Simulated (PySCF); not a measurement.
# ZrO: from the state search to spectroscopic constants

What are the lowest state that PBE0 finds, the bond length, vibrational wavenumber and bond energy of ZrO, and how much do these hang on the method?

The runs use PySCF 2.14.0; Zr def2-TZVPP with ECP28, O def2-TZVPP, scalar-relativistic core potentials.

### 1 The job

Settings of the job:

| Quantity | Value |
| --- | --- |
| atoms | Zr, O |
| charge | 0 |
| basis | Zr def2-TZVPP with ECP28, O def2-TZVPP |
| Hamiltonian | scalar-relativistic core potentials |
| basis functions | 87 |
| electrons treated | 20 |
| masses in u | 89.9047, 15.9949 |
| levels | PBE0, PBE, r²SCAN, MN15, B3LYP, BLYP, M06, ωB97X-V, HF, MP2, SCS-MP2, CCSD, CCSD(T) |
| grid | 80 radial by 434 angular points |
| occupations | held fixed by the projection of orbital angular momentum |
| dissociation limit | Zr + O, each in its ground configuration |
| starting distance in angstrom | 2.005 |
| values of 2S to try | 0, 2, 4, 6 |

Run with:

```bash
$ OMP_NUM_THREADS=1 python dia.py task.json out
```

Further steps of the session: First curve: PBE0; Higher solutions at PBE0; PBE; r²SCAN; MN15; B3LYP; BLYP (GGA); M06; ωB97X-V; UHF (mean field); MP2 and coupled cluster.

Before running it: what results should come out? Wanted: for each run, Re; ωe; De; μ.

The runs gave:

Lowest PBE0 solution found, without spin–orbit coupling: ³Δ (triplet), unpaired electrons σ ↑, δ ↑. State 2 has its PBE0 minimum 0.27 eV higher. State 3 has its PBE0 minimum 0.46 eV higher, as a spin-mixed determinant (⟨S²⟩ = 1.00), so this is no gap between pure states. State 4 has its PBE0 minimum 1.41 eV higher. The other levels ran on the lowest alone.

| level | Re (Å) | ωe (cm⁻¹) | De (eV) | μ (D) |
| --- | --- | --- | --- | --- |
| UHF | 1.712 | 1008 | 4.30 | -4.38 |
| UHF-MP2 | 1.735 | 968 | 8.36 | n/a |
| UHF-CCSD | 1.726 | 978 | 7.10 | n/a |
| UHF-CCSD(T) | 1.740 | 940 | 7.52 | n/a |
| PBE | 1.737 | 939 | 8.66 | -3.80 |
| BLYP | 1.752 | 918 | 8.23 | -3.99 |
| r²SCAN | 1.731 | 961 | 8.35 | -3.96 |
| B3LYP | 1.733 | 958 | 7.73 | -4.15 |
| PBE0 | 1.718 | 983 | 7.88 | -3.98 |
| M06 | 1.711 | 979 | 7.33 | -3.87 |
| MN15 | 1.720 | 989 | 7.73 | -4.11 |
| ωB97X-V | 1.718 | 993 | 7.75 | -4.03 |

De is counted to Zr + O in their ground configurations. A positive dipole means Zr(−)O(+). No constants: UHF-SCS-MP2 (the points don't follow one smooth fit).

**Reading.** Bond lengths run from 1.711 Å (M06) to 1.752 Å (BLYP). Of the levels with a De here, UHF gives the least (4.30 eV) and PBE the most (8.66 eV).

Correlated steps freeze 1 core orbital. The state is the lowest single determinant that the PBE0 search found; with open d or f shells the true ground state can be another one. T1 is 0.030 near the minimum (highest on the curve 0.060), which may point to more than one leading configuration. Spin–orbit coupling is left out.
